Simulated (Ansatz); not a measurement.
**FH4InO2Si: a ladder of functionals and wavefunction methods**

How much do the methods differ for FH4InO2Si? The plan is to run it at one geometry with functionals of several rungs and with coupled cluster. The yardstick is the atomisation energy at the CCSD(T) limit.

Computed with Ansatz 0.2.0, Gaussian basis. Level: functionals in def2-TZVPP, the program's frozen cores in correlated methods.

Levels to be run: LDA (SPW92), PBE-D4, revPBE-D4, BLYP-D4, r2SCAN-D4, B97M-V, PBE0-D4, B3LYP-D4, r2SCANh-D4, r2SCAN0-D4, HSE06-D4, BHLYP-D4, CAM-B3LYP-D4, LC-ωPBE, ωB97X-V, ωB97M-V, B2PLYP, PBE-QIDH; CCSD(T)/def2-SVP; CCSD(T)/def2-TZVPP; MP2/def2-QZVPP; extrapolation to the limit; RPA on PBE.

**1. Structure used throughout**

The geometry comes from an earlier relaxation with PBE0-D4 in a triple-zeta def2 set; it is a stationary point, not always the lowest conformer. In takes the def2 core potential; no spin-orbit term is included.

SMILES `[OH][In]([F])[O][SiH3]`, 9 atoms, charge 0, spin multiplicity 1.

Atoms are counted from 1 here; the program's logs count them from 0.

Bond lengths: O1–In2 1.955 Å, O1–H6 0.962 Å, In2–F3 1.946 Å, In2–O4 1.946 Å, O4–Si5 1.639 Å, Si5–H7 1.489 Å, Si5–H8 1.486 Å, Si5–H9 1.489 Å. Angles: In2–O1–H6 111.1°, O1–In2–F3 117.9°, O1–In2–O4 125.4°, F3–In2–O4 116.6°, In2–O4–Si5 135.9°, O4–Si5–H7 111.2°, O4–Si5–H8 107.9°, O4–Si5–H9 111.2°, H7–Si5–H8 109.2°, H7–Si5–H9 108.3°, H8–Si5–H9 109.1°.

**2. LDA**

This LDA is Slater exchange with PW92 correlation.

File in.yaml:

```yaml
crystal:
  periodic: [false, false, false]
  atoms:
    - {symbol: O, position_ang: [-2.484880, 1.874094, 0.672455]}
    - {symbol: In, position_ang: [-0.721718, 1.048249, 0.498901]}
    - {symbol: F, position_ang: [0.793243, 1.953163, 1.318227]}
    - {symbol: O, position_ang: [-0.343325, -0.619017, -0.430619]}
    - {symbol: Si, position_ang: [0.991392, -1.520386, -0.732579]}
    - {symbol: H, position_ang: [-2.434837, 2.694060, 1.172982]}
    - {symbol: H, position_ang: [2.000325, -0.745007, -1.506187]}
    - {symbol: H, position_ang: [0.572990, -2.704382, -1.526190]}
    - {symbol: H, position_ang: [1.626808, -1.980764, 0.533019]}
basis:
  gaussian: {orbitals: def2-TZVPP}
hamiltonian: {xc: lda}
output: {orbitals: {seedname: orbitals}}
```

Launch:

```sh
ansatz run in.yaml --threads 4 --pin off --events-out ev --progress --plain --max-ram 10444MiB
```

After this run come: PBE-D4 (GGA); revPBE-D4 (GGA); BLYP-D4 (GGA); r2SCAN-D4 (meta-GGA); B97M-V (meta-GGA); B3LYP-D4 (hybrid); r2SCANh-D4 (hybrid); r2SCAN0-D4 (hybrid); HSE06-D4 (hybrid); BHLYP-D4 (hybrid); CAM-B3LYP-D4 (range-separated); LC-ωPBE (range-separated); ωB97X-V (range-separated); ωB97M-V (range-separated); B2PLYP (double hybrid); PBE-QIDH (double hybrid); CCSD(T) in def2-SVP; CCSD(T) in def2-TZVPP; MP2 in def2-QZVPP; RPA on PBE orbitals.

Q: Predict the results of all the runs planned. Wanted: atomisation energy, CCSD(T)/CBS; farthest beyond LDA; mean size of error, GGA; mean size of error, meta-GGA; mean size of error, hybrid; mean size of error, range-separated; mean size of error, double hybrid; gap, smallest and largest; T1 diagnostic.

**Answer**, as computed:

| quantity | value |
| --- | --- |
| atomisation energy, CCSD(T)/CBS | 2957.7 kJ/mol |
| functionals within 29.6 kJ/mol (1.0 %) | PBE-D4, ωB97X-V |
| farthest beyond LDA | BHLYP-D4 (-189.7 kJ/mol) |
| mean size of error, GGA | 67.3 kJ/mol |
| mean size of error, meta-GGA | 41.4 kJ/mol |
| mean size of error, hybrid | 115.4 kJ/mol |
| mean size of error, range-separated | 35.8 kJ/mol |
| mean size of error, double hybrid | 91.1 kJ/mol |
| gap, smallest and largest | 3.60 eV (LDA (SPW92)), 11.33 eV (LC-ωPBE) |
| T1 diagnostic | 0.0165 |
| triples share of the correlation energy | 3.3 % |

**Reading.** LDA overbinds by 396.1 kJ/mol (13 %). PBE-D4 is off by -25.1 kJ/mol. Double hybrids carry the basis error of their MP2 part in triple zeta, and no dispersion term here, so their miss is partly the set-up's. Taken by rung, range-separated functionals do best (35.8 kJ/mol on average) and hybrid ones worst beyond LDA (115.4 kJ/mol). double hybrid functionals lie within the reference's doubt of that worst mean (91.1 kJ/mol), so those two tie. The gap between the best rungs is small, so their order is not settled. The mean of the hybrids holds BHLYP, with half exact exchange. The reference freezes the cores and leaves out spin-orbit coupling and excitations past (T), and its outer-core shells are covered unevenly, so misses under about 29.6 kJ/mol can't be ranked. All levels share the lack of spin-orbit coupling, which lowers the free heavy atoms and so the true binding. Hartree-Fock recovers 68 % of the binding; the rest is correlation. CCSD(T) in def2-SVP is off by -279.2 kJ/mol, more than most functionals: a good method in a small basis is no reference. The gap grows from 3.6 to 11.3 eV across the functionals, mostly with the share of exact exchange. Correlated methods include outer-core shells of In, which these sets cover unevenly.
